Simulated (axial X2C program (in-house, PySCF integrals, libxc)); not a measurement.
# A two-component session on TeSi⁺: EOM-EA-CCSD levels

Wanted for TeSi⁺: EOM-EA-CCSD levels, at the two-component level.

Computed with an in-house X2C program for linear molecules on PySCF integrals. Level: two-component X2C with atomic mean-field terms, Te dyall-acv3z, Si dyall-av3z.

All values are calculated.

## (1) The job

task.json

```json
{"zs": [52, 14], "q": 1, "bas": ["dyall-acv3z", "dyall-av3z"], "r0": 2.35, "eom": "ea", "thr": -2.0, "nmax": 92, "grid": [1, 0.96, 1.045, 0.92, 1.09, 1.15]}
```

Keys: zs atomic numbers; q charge; bas basis sets; r0 starting distance in Å; eom kind of EOM run; thr threshold in hartree for freezing inner shells (an s shell follows its p shell); nmax most natural virtual spinors; grid distances as factors.

On the command line:

```sh
$ python soeom.py task.json out
```

Nuclei are Gaussian, cores are contracted, and the Gaunt term is on.

## (2) EOM-EA-CCSD at 2.419 Å

Reference: the closed shell TeSi²⁺; 18 electrons correlated, 84 virtual spinors; roots sought by Ω: 1/2: 5, 3/2: 4, 5/2: 2, 7/2: 1.

Output:

```text
two-component X2C + atomic mean field  HF
basis functions 202  fitting functions 1041  grid points 5083
iter        total energy     max residual
   1      -7076.744919118     2.71e-01
   2      -7076.768759936     4.77e-03
   3      -7076.769577524     1.41e-03
   4      -7076.769700692     7.97e-04
   5      -7076.769733362     4.37e-04
   6      -7076.769747787     1.67e-04
   7      -7076.769750427     5.31e-05
   8      -7076.769750693     1.24e-05
   9      -7076.769750726     8.14e-06
  10      -7076.769750736     4.75e-06
  11      -7076.769750741     1.48e-06
  12      -7076.769750742     9.82e-08
converged
one-electron -9997.76817629  Coulomb 2960.46723836  exact exchange -194.64362596  xc functional 0.00000000  nuclear repulsion 159.25630821  atomic mean-field constant -4.08149505
correlated 18  virtual 292  natural virtual 84  E(MP2) -0.659663861  MP2 remainder -0.177798984
iter   CCSD correlation   residual
   1     -0.460512751   1.73e-01
   2     -0.477880310   8.95e-02
   3     -0.479960362   5.13e-02
   4     -0.480628025   3.03e-02
   5     -0.481461282   1.56e-02
   6     -0.481483384   6.78e-03
   7     -0.481500355   2.81e-03
   8     -0.481535427   1.44e-03
   9     -0.481514590   7.47e-04
  10     -0.481524771   3.91e-04
  11     -0.481522877   1.84e-04
  12     -0.481524667   9.21e-05
  13     -0.481525202   5.18e-05
  14     -0.481525518   2.86e-05
  15     -0.481525894   1.45e-05
  16     -0.481526018   8.25e-06
  17     -0.481526208   4.27e-06
  18     -0.481526260   2.23e-06
  19     -0.481526295   1.33e-06
  20     -0.481526308   7.12e-07
(T) -0.012782337  T1 0.0143  D1 0.0294  max T2 0.185
EOM-EA-CCSD roots
2*Omega      energy/Eh   energy/eV  one-particle weight
    1      -0.46964287    -12.7796      0.736
    1      -0.44958424    -12.2338      0.077
    1      -0.42444143    -11.5496      0.005
    1      -0.38561246    -10.4930      0.001
    1      -0.37511988    -10.2075      0.000
    3      -0.56130549    -15.2739      0.936
    3      -0.44942038    -12.2294      0.889
    3      -0.39462228    -10.7382      0.000
    3      -0.37210172    -10.1254      0.013
    5      -0.38142256    -10.3790      0.000
    5      -0.36932544    -10.0499      0.001
    7      -0.38372255    -10.4416      0.000
```

T1 in the output is the amplitude norm over the root of the electron number; divide by √2 for the Lee–Taylor value.

```
  Ω  binding energy (eV)  above lowest (cm⁻¹)                           spinor  weight
3/2               15.274                    0   63% Te pπ, 24% Si pπ, 7% Si dπ    0.94
1/2               12.780                20120   70% Si pπ, 13% Te dπ, 8% Te pπ    0.74
3/2               12.229                24560  57% Si pπ, 20% Te pπ, 12% Te dπ    0.89
```

It took 28 s on 1 thread of Arm Neoverse V2, shared host; peak memory 1.1 GiB.

## (3) EOM-EA-CCSD at 2.322 Å

| Ω | binding energy (eV) | above lowest (cm⁻¹) | spinor | weight |
| --- | --- | --- | --- | --- |
| 3/2 | 15.626 | 0 | 62% Te pπ, 24% Si pπ, 7% Si dπ | 0.94 |
| 3/2 | 12.173 | 27850 | 55% Si pπ, 19% Te pπ, 14% Te dπ | 0.89 |

Run time: 28 s. Hardware: 1 thread of Arm Neoverse V2, shared host; peak memory 1.1 GiB.

## (4) EOM-EA-CCSD at 2.528 Å

```
  Ω  binding energy (eV)  above lowest (cm⁻¹)                           spinor  weight
3/2               14.908                    0             63% Te pπ, 25% Si pπ    0.93
1/2               12.796                17030   74% Si pπ, 11% Te dπ, 7% Te pπ    0.85
3/2               12.288                21130  59% Si pπ, 21% Te pπ, 10% Te dπ    0.89
```

Wall time 27 s (1 thread of Arm Neoverse V2, shared host); peak memory 1.1 GiB.

## (5) EOM-EA-CCSD at 2.225 Å

```csv
Ω,binding energy (eV),above lowest (cm⁻¹),spinor,weight
3/2,16.002,0,"61% Te pπ, 24% Si pπ, 8% Si dπ",0.94
3/2,12.113,31370,"52% Si pπ, 18% Te pπ, 16% Te dπ",0.88
```

Wall time 27 s (1 thread of Arm Neoverse V2, shared host); peak memory 1.1 GiB.

## (6) EOM-EA-CCSD at 2.637 Å

```
  Ω  binding energy (eV)  above lowest (cm⁻¹)                           spinor  weight
3/2               14.574                    0             63% Te pπ, 26% Si pπ    0.93
1/2               12.824                14120   78% Si pπ, 10% Te dπ, 6% Te pπ    0.89
3/2               12.341                18010   61% Si pπ, 23% Te pπ, 8% Te dπ    0.89
1/2               10.135                35800  42% Si pσ, 24% Te pσ, 13% Te dσ    0.90
```

Wall time 27 s (1 thread of Arm Neoverse V2, shared host); peak memory 1.1 GiB.

## (7) EOM-EA-CCSD at 2.782 Å

```csv
Ω,binding energy (eV),above lowest (cm⁻¹),spinor,weight
3/2,14.179,0,"62% Te pπ, 29% Si pπ",0.92
1/2,12.858,10660,"83% Si pπ, 8% Te dπ",0.90
3/2,12.397,14380,"60% Si pπ, 26% Te pπ",0.89
1/2,10.608,28810,"46% Si pσ, 26% Te pσ, 10% Te dσ",0.89
```

Run time: 28 s. Hardware: 1 thread of Arm Neoverse V2, shared host; peak memory 1.1 GiB.

## (8) Curves of the states

Energies in eV from the lowest point of the lowest state; states are followed by energy order within each Ω.

```csv
R (Å),(1)Ω=3/2,(2)Ω=3/2
2.225,0.3057,4.1953
2.322,0.0601,3.5137
2.419,0.0000,3.0445
2.528,0.0841,2.7033
2.637,0.2722,2.5054
2.782,0.6138,2.3965
```

Constants where the minimum is well bracketed (masses 129.906 and 27.977 u):

```
   state  Te (cm⁻¹)  Re (Å)  ωe (cm⁻¹)
(1)Ω=3/2          0   2.410        408
```

## (9) Results

| quantity | value |
| --- | --- |
| lowest root at 2.419 Å | Ω = 3/2, 15.274 eV |
| next root led by one particle | Ω = 1/2, about 20120 cm⁻¹ higher |
| T1 of the reference | 0.010 |
| lowest state, Re and ωe | 2.410 Å, 408 cm⁻¹ |

**Reading.** The added electron is bound by 15.27 eV in a spinor of 63% Te pπ, 24% Si pπ, 7% Si dπ. Errors of 0.1 to 0.3 eV are usual at this size, and roots led by higher excitations are left out, so the list is incomplete, and low states of that kind can be missing. T1 or the largest double amplitude of the reference is raised, which lowers the reliability.
